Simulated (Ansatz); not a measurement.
**C₂H₆MgO₂: a ladder of functionals and wavefunction methods**

One table from this session's results is given with a row withheld; the runs are named, their logs left out.

Program: Ansatz 0.2.0, Gaussian basis. Level of theory: functionals in def2-TZVPP, the program's frozen cores in correlated methods. These are calculated values, not measurements.

Plan: LDA (SPW92), PBE-D4, revPBE-D4, BLYP-D4, r2SCAN-D4, B97M-V, PBE0-D4, B3LYP-D4, r2SCANh-D4, r2SCAN0-D4, HSE06-D4, BHLYP-D4, CAM-B3LYP-D4, LC-ωPBE, ωB97X-V, ωB97M-V, B2PLYP, PBE-QIDH; CCSD(T)/def2-SVP; CCSD(T)/def2-TZVPP; MP2/def2-QZVPP; extrapolation to the limit; RPA on PBE.

### The relaxed structure

The geometry comes from an earlier relaxation with PBE0-D4 in a triple-zeta def2 set; it is a stationary point, not always the lowest conformer.

11 atoms, charge 0, spin multiplicity 1.

Atoms are counted from 1 here; the program's logs count them from 0.

Bond lengths: C1–O2 1.376 Å, C1–H6 1.100 Å, C1–H7 1.100 Å, C1–H8 1.100 Å, O2–Mg3 1.756 Å, Mg3–O4 1.756 Å, O4–C5 1.376 Å, C5–H9 1.100 Å, C5–H10 1.100 Å, C5–H11 1.100 Å. Angles: O2–C1–H6 111.8°, O2–C1–H7 111.8°, O2–C1–H8 111.8°, H6–C1–H7 107.1°, H6–C1–H8 107.1°, H7–C1–H8 107.1°, C1–O2–Mg3 180.0°, O2–Mg3–O4 180.0°, Mg3–O4–C5 180.0°, O4–C5–H9 111.8°, O4–C5–H10 111.8°, O4–C5–H11 111.8°, H9–C5–H10 107.1°, H9–C5–H11 107.1°, H10–C5–H11 107.1°.

Coordinates:

```mol
C2H6MgO2
  3D, bonds by distance, orders not assigned

 11 10  0  0  0  0  0  0  0  0999 V2000
   -0.4822   -1.2563    2.8316 C   0  0
   -0.2675   -0.7071    1.5885 O   0  0
    0.0060   -0.0053    0.0018 Mg  0  0
    0.2800    0.6959   -1.5850 O   0  0
    0.4941    1.2460   -2.8278 C   0  0
    0.0917   -2.1837    2.9725 H   0  0
   -0.1875   -0.5687    3.6378 H   0  0
   -1.5416   -1.5048    2.9905 H   0  0
   -0.4290    1.2769   -3.4248 H   0  0
    1.2331    0.6724   -3.4060 H   0  0
    0.8685    2.2777   -2.7585 H   0  0
  1  2  8  0
  2  3  8  0
  3  4  8  0
  4  5  8  0
  1  6  8  0
  1  7  8  0
  1  8  8  0
  5  9  8  0
  5 10  8  0
  5 11  8  0
M  END
```

Set-up of the first run:

Input file in.yaml:

```yaml
crystal:
  periodic: [false, false, false]
  atoms:
    - {symbol: C, position_ang: [-0.482195, -1.256252, 2.831642]}
    - {symbol: O, position_ang: [-0.267542, -0.707134, 1.588535]}
    - {symbol: Mg, position_ang: [0.005982, -0.005270, 0.001846]}
    - {symbol: O, position_ang: [0.280033, 0.695942, -1.585042]}
    - {symbol: C, position_ang: [0.494102, 1.245972, -2.827848]}
    - {symbol: H, position_ang: [0.091678, -2.183746, 2.972490]}
    - {symbol: H, position_ang: [-0.187532, -0.568740, 3.637793]}
    - {symbol: H, position_ang: [-1.541607, -1.504849, 2.990457]}
    - {symbol: H, position_ang: [-0.429000, 1.276946, -3.424753]}
    - {symbol: H, position_ang: [1.233094, 0.672357, -3.406006]}
    - {symbol: H, position_ang: [0.868487, 2.277675, -2.758512]}
basis:
  gaussian: {orbitals: def2-TZVPP}
hamiltonian: {xc: lda}
output: {orbitals: {seedname: orbitals}}
```

Run with:

```sh
$ ansatz run in.yaml --threads 4 --pin off --events-out ev --progress --plain --max-ram 10444MiB
```

Steps of the session up to this table: LDA; PBE-D4 (GGA); revPBE-D4 (GGA); BLYP-D4 (GGA); r2SCAN-D4 (meta-GGA); B97M-V (meta-GGA); B3LYP-D4 (hybrid); r2SCANh-D4 (hybrid); r2SCAN0-D4 (hybrid); HSE06-D4 (hybrid); BHLYP-D4 (hybrid); CAM-B3LYP-D4 (range-separated); LC-ωPBE (range-separated); ωB97X-V (range-separated); ωB97M-V (range-separated); B2PLYP (double hybrid); PBE-QIDH (double hybrid).

One of the session's tables, all rows but one given; the rest of the session is left out.

It belongs to the step «Orbital energies across the functionals». 

| functional | HOMO (eV) | gap (eV) |
| --- | --- | --- |
| LDA (SPW92) | -5.74 | 3.74 |
| PBE-D4 | -5.59 | 3.77 |
| revPBE-D4 | -5.52 | 3.83 |
| BLYP-D4 | -5.51 | 3.70 |
| r2SCAN-D4 | -5.86 | 4.58 |
| B97M-V | -5.96 | 4.18 |
| PBE0-D4 | -7.08 | 6.03 |
| B3LYP-D4 | -6.87 | 5.51 |
| r2SCANh-D4 | -6.43 | 5.37 |
| r2SCAN0-D4 | -7.29 | 6.56 |
| HSE06-D4 | ? | ? |
| BHLYP-D4 | -8.56 | 8.07 |
| CAM-B3LYP-D4 | -8.56 | 8.23 |
| LC-ωPBE | -9.89 | 10.72 |
| ωB97X-V | -9.56 | 10.19 |
| ωB97M-V | -9.51 | 9.71 |

**Question.** Estimate the row for HSE06-D4.

As computed: HOMO (eV): -6.67; gap (eV): 5.27. In the column «HOMO (eV)» it lies between B3LYP-D4 (-6.87) and r2SCANh-D4 (-6.43).
